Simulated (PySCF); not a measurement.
# [RuO3]+: structure of the doublet

The task is one start of a wider search on [RuO3]+: the doublet, from a trigonal planar start. It is relaxed, tested by its Hessian and followed downhill if it is a saddle.

Program: PySCF 2.14.0. Level of theory: B3LYP, basis Ru def2-SVP with ECP28, O def2-SVP, scalar-relativistic core potentials, no spin–orbit coupling, density fitting. These are calculated values, not measurements.

## 1. Where the work starts

4 atoms, charge 1, spin multiplicity 2.

Bond lengths: Ru1–O2 1.676 Å, Ru1–O3 1.676 Å, Ru1–O4 1.676 Å. Angles: O2–Ru1–O3 120.0°, O2–Ru1–O4 120.0°, O3–Ru1–O4 120.0°.

```xyz
4
charge 1 multiplicity 2
Ru    0.0000    0.0000    0.0000
O     1.6758    0.0000    0.0000
O    -0.8379    1.4513    0.0000
O    -0.8379   -1.4513    0.0000
```

## 2. Trigonal planar start, doublet: relaxation

One driver script runs all steps and calls PySCF; scf.py shows how it sets up the SCF of each step. The optimiser is the driver's own. Before each start the driver seeks the lowest SCF state from one or more starting densities and follows internal instabilities, so scf.py alone need not reach the same state.

The program finds D3h symmetry in the start, which this walk keeps.

Contents of scf.py:

```python
from pyscf import gto, scf, dft
mol = gto.M(atom='''
Ru     0.000000     0.000000    -0.000000
O      1.675808    -0.000007    -0.000000
O     -0.837898     1.451296     0.000000
O     -0.837911    -1.451289    -0.000000''',
    basis={'Ru': 'def2-SVP', 'O': 'def2-SVP'},
    ecp={'Ru': 'def2-SVP'},
    charge=1, spin=1)
mf = dft.UKS(mol, xc='B3LYP')
mf.grids.atom_grid = (50, 194)
aux = {'Ru': 'def2-universal-JKFIT', 'O': 'def2-universal-JKFIT'}
mf = mf.density_fit(auxbasis=aux)
mf.kernel()
```

After this run come: Is it a minimum? Harmonic modes; Following the imaginary mode; Vibrations and properties at this point.

Q: Predict the outcome of this session. Wanted: minimum; geometry; wavenumbers; dipole moment; highest occupied, lowest empty level; polar-tensor charge of Ru1; zero-point energy; ⟨S²⟩.

As calculated:

| quantity | value |
| --- | --- |
| minimum | doublet, C3v |
| geometry | Ru–O 1.657 Å (×3); O–Ru–O 113.0° (×3) |
| wavenumbers (cm⁻¹) | 237 (a1), 331 (e), 984 (e), 1000 (a1) |
| dipole moment (centre of mass) | 2.02 D |
| highest occupied, lowest empty level (either spin) | -16.40, -13.43 eV |
| polar-tensor charge of Ru1 | +1.72 e |
| zero-point energy | 23.1 kJ/mol |
| entropy at 298.15 K | 290.9 J/(mol K) |
| ⟨S²⟩ | 0.772 |

What this shows: The trigonal planar start (D3h) ends in a minimum of C3v symmetry, after a stop at a saddle point 18.4 kJ/mol higher, from which it was pushed off along an imaginary mode. The strongest infrared band lies at 984 cm⁻¹ (e, stretch). Most of the spin sits on Ru1 (Mulliken spin 0.63, against 1 for the whole molecule). Only this shape and spin were tried, so other structures or states may lie lower. One determinant may miss the lowest occupation of an open d or f shell.
